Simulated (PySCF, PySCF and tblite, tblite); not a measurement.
# ClGeH₄P₂−: a path driven as pyramidal inversion, and NMR exchange, part 2 of 3

PySCF and tblite. Atoms count from 0. The steps go on from the part before.

## (8) Shieldings, saddle of leg 1: BHandHLYP/pcSseg-1

What the job is given:

```
{"job": {"kind": "nmr", "xc": "BHandHLYP", "basis": "pcSseg-1", "pop": false}, "charge": -1, "multiplicity": 1}
P     -1.478584    -0.024098     0.783759
Ge     0.214765     1.162974    -0.415394
P      1.977615    -0.504265     0.749791
Cl    -1.866986     2.571038    -1.344995
H     -1.025056    -1.380943     0.712714
H     -2.440212    -0.109174    -0.259415
H      1.572719    -1.592875    -0.093882
H      3.045739    -0.122656    -0.132578
```

Output:

```text
coarse grid: 36448 points
cycle   1  E = -3221.9849696775  dE = -1.090e+00  |g| = 7.621e-01  |ddm| = 2.692e+00
cycle   2  E = -3221.9840268288  dE =  9.428e-04  |g| = 7.261e-01  |ddm| = 1.544e+00
cycle   3  E = -3222.0713042854  dE = -8.728e-02  |g| = 6.962e-02  |ddm| = 8.365e-01
cycle   4  E = -3222.0725681281  dE = -1.264e-03  |g| = 1.882e-02  |ddm| = 1.695e-01
cycle   5  E = -3222.0727022273  dE = -1.341e-04  |g| = 3.977e-03  |ddm| = 3.826e-02
cycle   6  E = -3222.0727103286  dE = -8.101e-06  |g| = 1.267e-03  |ddm| = 1.220e-02
final grid: 70128 points
cycle   7  E = -3222.0727396987  dE = -6.652e-07  |g| = 9.239e-04  |ddm| = 3.877e-03
cycle   8  E = -3222.0727398246  dE = -1.259e-07  |g| = 7.991e-04  |ddm| = 2.269e-03
cycle   9  E = -3222.0727399719  dE = -1.473e-07  |g| = 7.110e-05  |ddm| = 1.027e-03
cycle  10  E = -3222.0727399805  dE = -8.609e-09  |g| = 4.467e-05  |ddm| = 4.199e-04
cycle  11  E = -3222.0727399824  dE = -1.899e-09  |g| = 1.223e-05  |ddm| = 1.776e-04
cycle  12  E = -3222.0727399826  dE = -1.928e-10  |g| = 6.277e-06  |ddm| = 4.451e-05
converged SCF energy = -3222.0727399826

GIAO shielding tensors (ppm)
atom      isotropic    diamagn.    paramagn.     s11        s22        s33       span
  0 P      356.394     965.548    -609.154    124.080    367.646    577.455    453.376
  1 Ge    -256.325    2751.505   -3007.831  -2344.240   -121.914   1697.177   4041.417
  2 P      398.510     966.561    -568.051    199.368    411.647    584.515    385.146
  3 Cl     737.510    1149.556    -412.046    456.160    866.832    889.538    433.378
  4 H       27.025      30.329      -3.305     23.248     25.992     31.834      8.585
  5 H       26.455      29.391      -2.936     21.775     27.387     30.203      8.428
  6 H       29.964      30.957      -0.993     25.938     29.043     34.911      8.973
  7 H       28.639      30.954      -2.314     25.678     28.056     32.185      6.507
```

It took 8.3 s on 1 thread of Arm Neoverse V2, shared host; peak memory 0.76 GiB.

Key values: HOMO -2.08 eV, LUMO 2.02 eV.

## (9) Shieldings, end: BHandHLYP/pcSseg-1

What the job is given:

```
{"job": {"kind": "nmr", "xc": "BHandHLYP", "basis": "pcSseg-1", "pop": false}, "charge": -1, "multiplicity": 1}
P     -1.534782    -0.569990     1.088398
Ge    -0.034441     1.287852     0.461340
P      1.893412    -0.251709     0.551388
Cl    -0.398510     1.259487    -1.865249
H     -1.419253    -1.314134    -0.129407
H     -2.730250     0.088071     0.645147
H      1.532880    -1.068654    -0.567449
H      2.745642     0.578884    -0.249566
```

Output:

```text
coarse grid: 36448 points
cycle   1  E = -3222.0656716299  dE = -1.005e+00  |g| = 7.005e-01  |ddm| = 2.682e+00
cycle   2  E = -3222.0795418815  dE = -1.387e-02  |g| = 5.996e-01  |ddm| = 1.097e+00
cycle   3  E = -3222.1234832686  dE = -4.394e-02  |g| = 6.551e-02  |ddm| = 5.670e-01
cycle   4  E = -3222.1242914652  dE = -8.082e-04  |g| = 1.890e-02  |ddm| = 1.252e-01
cycle   5  E = -3222.1244006941  dE = -1.092e-04  |g| = 3.528e-03  |ddm| = 3.553e-02
cycle   6  E = -3222.1244075210  dE = -6.827e-06  |g| = 9.402e-04  |ddm| = 1.204e-02
final grid: 70128 points
cycle   7  E = -3222.1244221887  dE = -3.665e-07  |g| = 7.019e-04  |ddm| = 3.268e-03
cycle   8  E = -3222.1244222568  dE = -6.808e-08  |g| = 5.936e-04  |ddm| = 1.857e-03
cycle   9  E = -3222.1244223606  dE = -1.039e-07  |g| = 5.759e-05  |ddm| = 8.164e-04
cycle  10  E = -3222.1244223623  dE = -1.641e-09  |g| = 2.587e-05  |ddm| = 1.591e-04
cycle  11  E = -3222.1244223627  dE = -4.397e-10  |g| = 6.646e-06  |ddm| = 1.241e-04
converged SCF energy = -3222.1244223627

GIAO shielding tensors (ppm)
atom      isotropic    diamagn.    paramagn.     s11        s22        s33       span
  0 P      484.522     965.915    -481.393    389.790    493.179    570.598    180.809
  1 Ge    1249.080    2752.242   -1503.162    921.695   1262.739   1562.807    641.112
  2 P      484.841     965.915    -481.075    393.891    490.670    569.961    176.070
  3 Cl     903.487    1149.979    -246.491    825.787    889.220    995.455    169.669
  4 H       29.744      29.993      -0.249     25.838     28.515     34.877      9.039
  5 H       29.904      30.226      -0.322     26.150     27.323     36.239     10.089
  6 H       29.750      30.020      -0.271     25.839     28.524     34.886      9.046
  7 H       29.913      30.227      -0.314     26.152     27.355     36.231     10.078
```

Wall time 8.2 s (1 thread of Arm Neoverse V2, shared host); peak memory 0.77 GiB.

This run: HOMO -2.27 eV, LUMO 4.74 eV.

## (10) Kinetics and line shapes

What the job is given:

```
{"job": {"smiles": "[PH2][Ge-]([PH2])[Cl]", "charge": -1, "mult": 1, "motion": "inversion", "what": "anion", "atoms": [1], "drives": [{"terms": [["t", [3, 0, 2, 1], 0.3333333333333333], ["t", [0, 2, 3, 1], 0.3333333333333333], ["t", [2, 3, 0, 1], 0.3333333333333333]], "neg": true, "n": 8}], "study": "path", "level": {"kind": "nmr", "xc": "BHandHLYP", "basis": "pcSseg-1"}, "fields": [60, 270, 800], "first": 2, "seed": 369, "refine": {"xc": "B3LYP", "basis": "def2-SVP"}, "kind": "path"}, "charge": -1, "multiplicity": 1}
P     -1.644315    -0.185220     0.953270
Ge    -0.165199     0.268023    -0.914620
P      1.863185     0.128577     0.407734
Cl    -0.365940     2.516051    -0.920105
H     -1.461141    -1.544990     0.782894
H     -2.750881    -0.208900     0.123836
H      1.880147    -1.246024     0.259398
H      2.653202     0.281894    -0.716973
```

Output:

```text
stationary points (kcal/mol above the start)
  n  kind          group   xTB      DFT    lowest mode
  0  minimum      Cs       0.00     0.00      69.1
  1  saddle       C1      24.76    31.47    -116.7
  2  minimum      Cs       1.83    -1.35      81.0

GFN2-xTB energies: T/K, barrier G, reaction G (kcal/mol), k forward, k back (1/s)
 150.00    23.81     1.86   1.28e-22   6.65e-20
 200.00    23.81     1.85   8.01e-14   8.42e-12
 250.00    23.81     1.83    1.6e-08    6.3e-07
 298.15    23.81     1.79   4.35e-05   0.000899
 350.00    23.82     1.75     0.0195      0.242
 400.00    23.84     1.71       1.58       13.6
 500.00    23.88     1.61        760   3.85e+03

B3LYP-D3(BJ)/def2-SVP energies: T/K, barrier G, reaction G (kcal/mol), k forward, k back (1/s)
 150.00    31.61    -1.22   5.43e-34   8.97e-36
 200.00    31.61    -1.24   2.37e-22   1.05e-23
 250.00    31.61    -1.26    2.4e-15   1.89e-16
 298.15    31.62    -1.29   8.28e-11   9.33e-12
 350.00    31.63    -1.33   2.61e-07   3.83e-08
 400.00    31.64    -1.38   8.61e-05   1.52e-05
 500.00    31.68    -1.48      0.295     0.0668

BHandHLYP/pcSseg-1 + D3(BJ) energies: T/K, barrier G, reaction G (kcal/mol), k forward, k back (1/s)
 150.00    30.52    -1.31   2.14e-32   2.64e-34
 200.00    30.52    -1.33   3.74e-21   1.33e-22
 250.00    30.52    -1.35   2.18e-14   1.44e-15
 298.15    30.52    -1.38   5.26e-10   5.11e-11
 350.00    30.53    -1.42   1.26e-06   1.63e-07
 400.00    30.54    -1.47   0.000342    5.4e-05
 500.00    30.59    -1.56      0.888      0.184
```

Run time: 2.7 min. Hardware: 1 thread of Arm Neoverse V2, shared host; peak memory 0.77 GiB. This counts the whole study up to here.

Barriers by level (kcal/mol; entropies in cal/(mol K)). Zero-point and thermal terms come from xTB in every row. ΔG‡ leaves symmetry out; the rate counts equivalent paths (a factor of 2); effective ΔG‡, where given, is the barrier that would give that rate by Eyring's equation alone:

| level | ΔE‡ | with zero-point | ΔH‡ | ΔS‡ | ΔG‡ (298 K) | ΔE of reaction | k at 298 K (1/s) | effective ΔG‡ |
| --- | --- | --- | --- | --- | --- | --- | --- | --- |
| GFN2-xTB | 24.76 | 23.82 | 23.73 | -0.3 | 23.81 | 1.83 | 4.4e-05 | 23.40 |
| B3LYP-D3(BJ)/def2-SVP | 32.57 | 31.62 | 31.54 | -0.3 | 31.62 | -1.26 | 8.3e-11 | 31.21 |
| BHandHLYP/pcSseg-1 + D3(BJ) | 31.47 | 30.53 | 30.44 | -0.3 | 30.52 | -1.35 | 5.3e-10 | 30.11 |

Sites that the driver pairs across this motion, and where their lines would merge (no couplings; faster rotations or exchange between molecules can average them sooner):

| nucleus | sites: shielding (ppm) | proton frequency (MHz) | spread (Hz) | coalescence (K) | lines at 298 K |
| --- | --- | --- | --- | --- | --- |
| $^{31}$P | P0, P2: 509.9; P0, P2 (end): 484.7 | 60 | 613 | 650 | – |
| $^{31}$P | P0, P2: 509.9; P0, P2 (end): 484.7 | 270 | 2758 | 692 | – |
| $^{31}$P | P0, P2: 509.9; P0, P2 (end): 484.7 | 800 | 8171 | 727 | – |
| $^{1}$H | H4, H6: 30.80; H4, H6 (end): 29.75 | 60 | 63 | 594 | – |
| $^{1}$H | H4, H6: 30.80; H4, H6 (end): 29.75 | 270 | 284 | 630 | – |
| $^{1}$H | H4, H6: 30.80; H4, H6 (end): 29.75 | 800 | 841 | 658 | – |
| $^{1}$H | H5, H7: 30.09; H5, H7 (end): 29.91 | 60 | 11 | 554 | – |
| $^{1}$H | H5, H7: 30.09; H5, H7 (end): 29.91 | 270 | 49 | 588 | – |
| $^{1}$H | H5, H7: 30.09; H5, H7 (end): 29.91 | 800 | 144 | 613 | – |

Rows that set an atom against itself at the end compare its shielding in the two forms.

## (11) Shieldings, start: BHandHLYP/pcSseg-1 in benzene

What the job is given:

```
{"job": {"kind": "nmr", "xc": "BHandHLYP", "basis": "pcSseg-1", "solvent": "benzene", "pop": false}, "charge": -1, "multiplicity": 1}
P     -1.605903    -0.171790     0.914546
Ge    -0.188823     0.315735    -1.064550
P      1.830520     0.161419     0.370241
Cl    -0.392259     2.650521    -0.873372
H     -1.393807    -1.593715     0.826464
H     -2.826401    -0.269014     0.160056
H      1.824841    -1.278717     0.368653
H      2.760889     0.194973    -0.726602
```

Output:

```text
coarse grid: 36448 points
cycle   1  E = -3222.1042662266  dE = -1.063e+00  |g| = 7.034e-01  |ddm| = 2.675e+00
cycle   2  E = -3222.1182599512  dE = -1.399e-02  |g| = 6.031e-01  |ddm| = 1.109e+00
cycle   3  E = -3222.1637267926  dE = -4.547e-02  |g| = 6.122e-02  |ddm| = 5.773e-01
cycle   4  E = -3222.1643563315  dE = -6.295e-04  |g| = 1.677e-02  |ddm| = 1.164e-01
cycle   5  E = -3222.1644342823  dE = -7.795e-05  |g| = 3.950e-03  |ddm| = 3.020e-02
cycle   6  E = -3222.1644423314  dE = -8.049e-06  |g| = 7.727e-04  |ddm| = 1.294e-02
final grid: 70128 points
cycle   7  E = -3222.1644155406  dE = -4.567e-07  |g| = 5.509e-04  |ddm| = 3.676e-03
cycle   8  E = -3222.1644156114  dE = -7.085e-08  |g| = 5.202e-04  |ddm| = 1.870e-03
cycle   9  E = -3222.1644156775  dE = -6.607e-08  |g| = 8.127e-05  |ddm| = 7.515e-04
cycle  10  E = -3222.1644156806  dE = -3.141e-09  |g| = 3.250e-05  |ddm| = 2.292e-04
cycle  11  E = -3222.1644156817  dE = -1.017e-09  |g| = 4.504e-06  |ddm| = 2.009e-04
cycle  12  E = -3222.1644156817  dE = -9.550e-12  |g| = 1.108e-06  |ddm| = 1.107e-05
converged SCF energy = -3222.1644156817

GIAO shielding tensors (ppm)
atom      isotropic    diamagn.    paramagn.     s11        s22        s33       span
  0 P      514.971     965.116    -450.145    404.154    560.662    580.098    175.945
  1 Ge    1208.990    2752.944   -1543.954    894.299   1279.101   1453.570    559.271
  2 P      513.847     965.094    -451.247    406.452    553.989    581.099    174.647
  3 Cl    1034.330    1149.281    -114.952    970.078   1064.548   1068.363     98.285
  4 H       30.590      29.699       0.891     25.692     28.598     37.480     11.788
  5 H       29.859      29.601       0.259     25.329     27.608     36.641     11.311
  6 H       30.590      29.704       0.886     25.639     28.775     37.355     11.716
  7 H       29.848      29.611       0.237     25.326     27.519     36.700     11.374
```

It took 8.7 s on 1 thread of Arm Neoverse V2, shared host; peak memory 0.79 GiB.

In short: HOMO -4.25 eV, LUMO 2.81 eV.

## (12) Single-point energy, saddle of leg 1: BHandHLYP/pcSseg-1 in benzene

What the job is given:

```
{"job": {"kind": "sp", "xc": "BHandHLYP", "basis": "pcSseg-1", "solvent": "benzene", "pop": false}, "charge": -1, "multiplicity": 1}
P     -1.478584    -0.024098     0.783759
Ge     0.214765     1.162974    -0.415394
P      1.977615    -0.504265     0.749791
Cl    -1.866986     2.571038    -1.344995
H     -1.025056    -1.380943     0.712714
H     -2.440212    -0.109174    -0.259415
H      1.572719    -1.592875    -0.093882
H      3.045739    -0.122656    -0.132578
```

Output:

```text
coarse grid: 36448 points
cycle   1  E = -3222.0350433080  dE = -1.139e+00  |g| = 7.549e-01  |ddm| = 2.691e+00
cycle   2  E = -3222.0495238422  dE = -1.448e-02  |g| = 6.798e-01  |ddm| = 1.426e+00
cycle   3  E = -3222.1160402194  dE = -6.652e-02  |g| = 5.627e-02  |ddm| = 7.121e-01
cycle   4  E = -3222.1166175442  dE = -5.773e-04  |g| = 1.716e-02  |ddm| = 1.186e-01
cycle   5  E = -3222.1166922870  dE = -7.474e-05  |g| = 3.662e-03  |ddm| = 2.706e-02
cycle   6  E = -3222.1166993031  dE = -7.016e-06  |g| = 1.091e-03  |ddm| = 1.108e-02
final grid: 70128 points
cycle   7  E = -3222.1167282934  dE = -6.524e-07  |g| = 6.921e-04  |ddm| = 3.952e-03
cycle   8  E = -3222.1167284307  dE = -1.374e-07  |g| = 5.533e-04  |ddm| = 2.036e-03
cycle   9  E = -3222.1167285193  dE = -8.854e-08  |g| = 8.080e-05  |ddm| = 8.433e-04
cycle  10  E = -3222.1167285286  dE = -9.330e-09  |g| = 4.533e-05  |ddm| = 3.472e-04
cycle  11  E = -3222.1167285319  dE = -3.324e-09  |g| = 1.084e-05  |ddm| = 2.895e-04
cycle  12  E = -3222.1167285322  dE = -2.788e-10  |g| = 6.976e-06  |ddm| = 6.691e-05
converged SCF energy = -3222.1167285322
```

It took 4.4 s on 1 thread of Arm Neoverse V2, shared host; peak memory 0.56 GiB.

This run: HOMO -4.26 eV, LUMO -0.02 eV.

## (13) Shieldings, end: BHandHLYP/pcSseg-1 in benzene

What the job is given:

```
{"job": {"kind": "nmr", "xc": "BHandHLYP", "basis": "pcSseg-1", "solvent": "benzene", "pop": false}, "charge": -1, "multiplicity": 1}
P     -1.534782    -0.569990     1.088398
Ge    -0.034441     1.287852     0.461340
P      1.893412    -0.251709     0.551388
Cl    -0.398510     1.259487    -1.865249
H     -1.419253    -1.314134    -0.129407
H     -2.730250     0.088071     0.645147
H      1.532880    -1.068654    -0.567449
H      2.745642     0.578884    -0.249566
```

Output:

```text
coarse grid: 36448 points
cycle   1  E = -3222.1102308541  dE = -1.049e+00  |g| = 6.970e-01  |ddm| = 2.681e+00
cycle   2  E = -3222.1257243833  dE = -1.549e-02  |g| = 5.879e-01  |ddm| = 1.045e+00
cycle   3  E = -3222.1654971950  dE = -3.977e-02  |g| = 6.046e-02  |ddm| = 5.295e-01
cycle   4  E = -3222.1660852186  dE = -5.880e-04  |g| = 1.657e-02  |ddm| = 1.024e-01
cycle   5  E = -3222.1661576837  dE = -7.247e-05  |g| = 3.631e-03  |ddm| = 2.921e-02
cycle   6  E = -3222.1661646921  dE = -7.008e-06  |g| = 7.971e-04  |ddm| = 1.258e-02
final grid: 70128 points
cycle   7  E = -3222.1661790209  dE = -3.890e-07  |g| = 5.503e-04  |ddm| = 3.191e-03
cycle   8  E = -3222.1661790849  dE = -6.401e-08  |g| = 4.713e-04  |ddm| = 1.689e-03
cycle   9  E = -3222.1661791435  dE = -5.855e-08  |g| = 7.196e-05  |ddm| = 6.536e-04
cycle  10  E = -3222.1661791454  dE = -1.937e-09  |g| = 2.789e-05  |ddm| = 1.729e-04
cycle  11  E = -3222.1661791460  dE = -6.198e-10  |g| = 6.666e-06  |ddm| = 1.569e-04
converged SCF energy = -3222.1661791460

GIAO shielding tensors (ppm)
atom      isotropic    diamagn.    paramagn.     s11        s22        s33       span
  0 P      488.719     966.015    -477.296    397.105    496.234    572.819    175.714
  1 Ge    1239.115    2752.507   -1513.392    898.382   1255.001   1563.962    665.581
  2 P      489.034     966.018    -476.984    401.160    493.625    572.315    171.155
  3 Cl     919.114    1150.168    -231.053    846.460    909.785   1001.097    154.637
  4 H       29.685      29.920      -0.235     25.692     28.418     34.944      9.252
  5 H       29.689      30.024      -0.336     25.801     27.064     36.201     10.401
  6 H       29.691      29.947      -0.256     25.697     28.422     34.954      9.257
  7 H       29.697      30.026      -0.329     25.799     27.099     36.193     10.394
```

Wall time 8.3 s (1 thread of Arm Neoverse V2, shared host); peak memory 0.79 GiB.

This run: HOMO -4.48 eV, LUMO 2.55 eV.

(Part 2 of 3 ends here.)
